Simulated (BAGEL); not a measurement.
# CH3F2NSi (SMILES FC(F)=N[SiH3]): HF/def2-SVP (density fitting with qzvpp-jkfit)

What is the vertical singlet–triplet gap of CH3F2NSi at HF/def2-SVP (density fitting with qzvpp-jkfit)? 

The calculation is run with BAGEL 1.2.2.

4 further runs of the same task are left out: 3 that didn't finish, 1 set aside as unsound or not needed.

## Step 1: The structure to begin with

CH3F2NSi has 8 atoms, charge 0, and is taken as a singlet. As SMILES, `FC(F)=N[SiH3]`. The shape is that of a PBE0-D4/def2-TZVP optimisation.

Bond lengths: F1–C2 1.312 Å, C2–F3 1.323 Å, C2–N4 1.224 Å, N4–Si5 1.734 Å, Si5–H6 1.481 Å, Si5–H7 1.482 Å, Si5–H8 1.486 Å. Angles: F1–C2–F3 107.0°, F1–C2–N4 124.7°, F3–C2–N4 128.3°, C2–N4–Si5 131.4°, N4–Si5–H6 107.1°, N4–Si5–H7 107.1°, N4–Si5–H8 113.0°, H6–Si5–H7 110.0°, H6–Si5–H8 109.7°, H7–Si5–H8 109.7°.

## Step 2: A single-point energy at HF/def2-SVP (density fitting with qzvpp-jkfit)

calc.json

```json
{ "bagel": [

{
  "title": "molecule",
  "basis": "svp",
  "df_basis": "qzvpp-jkfit",
  "angstrom": "true",
  "geometry": [
    { "atom": "F", "xyz": [       2.154400,      -1.432200,       0.932000 ] },
    { "atom": "C", "xyz": [       0.973400,      -0.966100,       0.602200 ] },
    { "atom": "F", "xyz": [       0.076200,      -1.822100,       1.064300 ] },
    { "atom": "N", "xyz": [       0.782500,       0.072400,      -0.017600 ] },
    { "atom": "Si", "xyz": [      -0.679000,       0.844400,      -0.540400 ] },
    { "atom": "H", "xyz": [      -0.704100,       2.192700,       0.073000 ] },
    { "atom": "H", "xyz": [      -0.608400,       0.959200,      -2.015800 ] },
    { "atom": "H", "xyz": [      -1.902800,       0.094700,      -0.153800 ] }
  ]
},

{
  "title": "hf"
},

{
  "title": "print",
  "file": "orbitals.molden",
  "orbitals": "true"
}

]}
```

The run is started by

```
BAGEL_NUM_THREADS=1 BAGEL calc.json > calc.out
```

The program printed:

```text
* using 1 threads per process

  ===============================================================
  ===============================================================

  *** Geometry ***

  { "atom" : "F", "xyz" : [      4.071226,     -2.706466,      1.761225 ] },
  { "atom" : "C", "xyz" : [      1.839459,     -1.825664,      1.137993 ] },
  { "atom" : "F", "xyz" : [      0.143997,     -3.443270,      2.011236 ] },
  { "atom" : "N", "xyz" : [      1.478711,      0.136816,     -0.033259 ] },
  { "atom" : "Si", "xyz" : [     -1.283124,      1.595685,     -1.021208 ] },
  { "atom" : "H", "xyz" : [     -1.330556,      4.143602,      0.137950 ] },
  { "atom" : "H", "xyz" : [     -1.149709,      1.812625,     -3.809310 ] },
  { "atom" : "H", "xyz" : [     -3.595771,      0.178957,     -0.290640 ] },

  Number of auxiliary basis functions:      488

  Since a DF basis is specified, we compute 2- and 3-index integrals:
    o Being stored without compression. Storage requirement is 0.031 GB

  Number of basis functions:       89
  Number of electrons      :       48

    * METHOD: MOLECULE                             0.23

  *** RHF ***

  === Nuclear Repulsion ===
   224.8907112618

      * DIIS with orbital gradients will be used.

  === RHF iteration (svp) ===
      0       -581.33483689          0.01877219           0.07
      1       -581.48430415          0.01194910           0.07
      2       -581.55153764          0.00136868           0.07
      3       -581.55347608          0.00056511           0.07
      4       -581.55372485          0.00017309           0.07
      5       -581.55377192          0.00009275           0.07
      6       -581.55378262          0.00003423           0.07
      7       -581.55378469          0.00000965           0.08
      8       -581.55378478          0.00000431           0.07
      9       -581.55378479          0.00000129           0.07
     10       -581.55378479          0.00000051           0.07
     11       -581.55378479          0.00000017           0.07
     12       -581.55378479          0.00000008           0.07
     13       -581.55378479          0.00000003           0.08
     14       -581.55378479          0.00000001           0.08
    * SCF iteration converged.

    * Permanent dipole moment:
           (    0.463821,    -0.059240,     0.056749) a.u.

    * METHOD: HF                                   1.23

    * METHOD: PRINT                                0.01

  ===============================================================
```

Run time: 1.8 s. Hardware: 1 thread of Intel Xeon Platinum 8488C (Sapphire Rapids), shared host; peak memory 0.12 GiB.

## Step 3: The triplet, same level

calc.json, as its differences from that of step 2:

```diff
@@ -6,3 +6,3 @@
   "df_basis": "qzvpp-jkfit",
-  "angstrom": "true",
+  "angstrom": true,
   "geometry": [
@@ -20,3 +20,4 @@
 {
-  "title": "hf"
+  "title": "uhf",
+  "nopen": 2
 },
@@ -26,3 +27,3 @@
   "file": "orbitals.molden",
-  "orbitals": "true"
+  "orbitals": true
 }
```

The run is started by

```
BAGEL_NUM_THREADS=1 BAGEL calc.json > calc.out
```

The program printed:

```text
* using 1 threads per process

  ===============================================================
  ===============================================================

  *** Geometry ***

  { "atom" : "F", "xyz" : [      4.071226,     -2.706466,      1.761225 ] },
  { "atom" : "C", "xyz" : [      1.839459,     -1.825664,      1.137993 ] },
  { "atom" : "F", "xyz" : [      0.143997,     -3.443270,      2.011236 ] },
  { "atom" : "N", "xyz" : [      1.478711,      0.136816,     -0.033259 ] },
  { "atom" : "Si", "xyz" : [     -1.283124,      1.595685,     -1.021208 ] },
  { "atom" : "H", "xyz" : [     -1.330556,      4.143602,      0.137950 ] },
  { "atom" : "H", "xyz" : [     -1.149709,      1.812625,     -3.809310 ] },
  { "atom" : "H", "xyz" : [     -3.595771,      0.178957,     -0.290640 ] },

  Number of auxiliary basis functions:      488

  Since a DF basis is specified, we compute 2- and 3-index integrals:
    o Being stored without compression. Storage requirement is 0.031 GB

  Number of basis functions:       89
  Number of electrons      :       48

    * METHOD: MOLECULE                             0.23

  *** Open-shell HF ***

  === Nuclear Repulsion ===
   224.8907112618

      * DIIS with orbital gradients will be used.

  === UHF iteration (svp) ===
      0       -580.97339573          0.03609477           0.16
      1       -581.18226895          0.02889511           0.16
      2       -581.29206886          0.01653932           0.15
      3       -581.34984568          0.00387923           0.18
      4       -581.36278698          0.00187123           0.20
      5       -581.36520637          0.00070128           0.16
      6       -581.36564293          0.00021415           0.15
      7       -581.36580468          0.00007090           0.15
      8       -581.36583803          0.00004083           0.15
      9       -581.36585609          0.00002118           0.16
     10       -581.36586056          0.00001263           0.15
     11       -581.36586124          0.00000793           0.15
     12       -581.36586132          0.00000530           0.14
     13       -581.36586137          0.00000446           0.15
     14       -581.36586140          0.00000423           0.16
     15       -581.36586144          0.00000410           0.19
     16       -581.36586149          0.00000398           0.15
     17       -581.36586158          0.00000377           0.15
     18       -581.36586181          0.00000318           0.15
     19       -581.36586211          0.00000204           0.15
     20       -581.36586225          0.00000101           0.15
     21       -581.36586227          0.00000054           0.15
     22       -581.36586227          0.00000029           0.14
     23       -581.36586227          0.00000015           0.15
     24       -581.36586227          0.00000010           0.15
     25       -581.36586227          0.00000007           0.15
     26       -581.36586227          0.00000006           0.15
     27       -581.36586227          0.00000006           0.15
     28       -581.36586227          0.00000005           0.15
     29       -581.36586227          0.00000005           0.15
     30       -581.36586227          0.00000004           0.14
     31       -581.36586227          0.00000003           0.15
     32       -581.36586227          0.00000002           0.15
     33       -581.36586227          0.00000001           0.15
    * SCF iteration converged.

    * S^2 (UHF) is 2.0165

    * Permanent dipole moment:
           (    0.578340,    -0.786137,     0.488855) a.u.

    * METHOD: UHF                                  5.44

    * METHOD: PRINT                                0.01

  ===============================================================
```

Wall time 6 s (1 thread of Intel Xeon Platinum 8488C (Sapphire Rapids), shared host); peak memory 0.12 GiB.

## Step 4: Results

Level: HF/def2-SVP (density fitting with qzvpp-jkfit).

| quantity | value |
| --- | --- |
| singlet: total energy | -581.55378 Eh |
| singlet: dipole moment | 1.20 D |
| singlet: HOMO energy | -12.34 eV |
| singlet: LUMO energy | 3.94 eV |
| singlet: HOMO–LUMO gap | 16.29 eV |
| triplet: total energy | -581.36586 Eh |
| triplet: dipole moment | 2.77 D |
| triplet: ⟨S²⟩ | 2.017 |
| vertical energy of the triplet above the singlet | 5.114 eV |

In words: At this shape the triplet lies 5.11 eV (118 kcal/mol) above the singlet.
